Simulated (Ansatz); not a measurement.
# HfSnTe4: the cost of one run

Program: Ansatz 0.2.0. Level of theory: DFT PBE, scalar-relativistic, plane waves, PAW, unless a step names another level. These are calculated values, not measurements.

### 1 The system as given

Symmetry: P-3m1, No. 164, trigonal system. Conventional cell: a = 4.064 Å, b = 4.064 Å, c = 14.470 Å, α = 90.00°, β = 90.00°, γ = 120.00°. Hf (site symmetry -3m) has 6 Te at 2.92 Å in its first shell of neighbours. Around Sn (site symmetry -3m) lie 6 Te at 2.96 Å. Te (site symmetry 3m) has 3 Sn at 2.96 Å in its first shell of neighbours. Around Te (site symmetry 3m) lie 3 Hf at 2.92 Å.

Structure file:

```
CELL_PARAMETERS angstrom
4.06354 0.00000 0.00000
-2.03177 3.51913 0.00000
0.00000 0.00000 14.47038
ATOMIC_POSITIONS crystal
Hf 0.00000 0.00000 0.50000
Sn 0.00000 0.00000 0.00000
Te 0.33333 0.66667 0.12490
Te 0.33333 0.66667 0.61980
Te 0.66667 0.33333 0.38020
Te 0.66667 0.33333 0.87510
```

The cell was relaxed beforehand at this level, from a generated guess; it is a trial structure. At a tolerance of 0.05 Å it has space group P-3m1 (No. 164); it has 34.49 Å³/atom, an uncorrected energy of -0.45 eV/atom over the elements and, on its mesh, gap none (metal).

### 2 Elastic constants, atoms relaxed

File input.yaml:

```yaml
crystal:
  lattice:
    - [4.0557597752, 0.0, 0.0]
    - [-2.0278798876, 3.512390997, 0.0]
    - [0.0, 0.0, 14.4777616141]
  atoms:
    - { symbol: Hf, position: [0.0, 0.0, 0.5] }
    - { symbol: Sn, position: [0.0, 0.0, 0.0] }
    - { symbol: Te, position: [0.3333333333, 0.6666666667, 0.1258631134] }
    - { symbol: Te, position: [0.3333333333, 0.6666666667, 0.6200973434] }
    - { symbol: Te, position: [0.6666666667, 0.3333333333, 0.3799026566] }
    - { symbol: Te, position: [0.6666666667, 0.3333333333, 0.8741368866] }
basis:
  ecutwfc: 420
kpoints:
  mp_grid: { grid: [12, 12, 4] }
hamiltonian:
  xc: pbe
scf:
  occupations: { method: fermi_dirac, width: 0.15 }
output:
  forces: true
  stress: true
  eigenvalues: true
elastic:
  mode: relaxed_ion
  amplitude: 0.005
  stencil: two_point
```

On the command line:

```bash
> ansatz run input.yaml --threads 4 --pin off --max-ram 8192MiB --backend cpu --events-out ev --progress --plain --runs-dir out
```

What time and memory should one allow on 4 threads of Intel Xeon Platinum 8259CL at 2.50GHz (Skylake/Cascade Lake), shared host?

About 16 min, with a peak of 2.1 GiB.
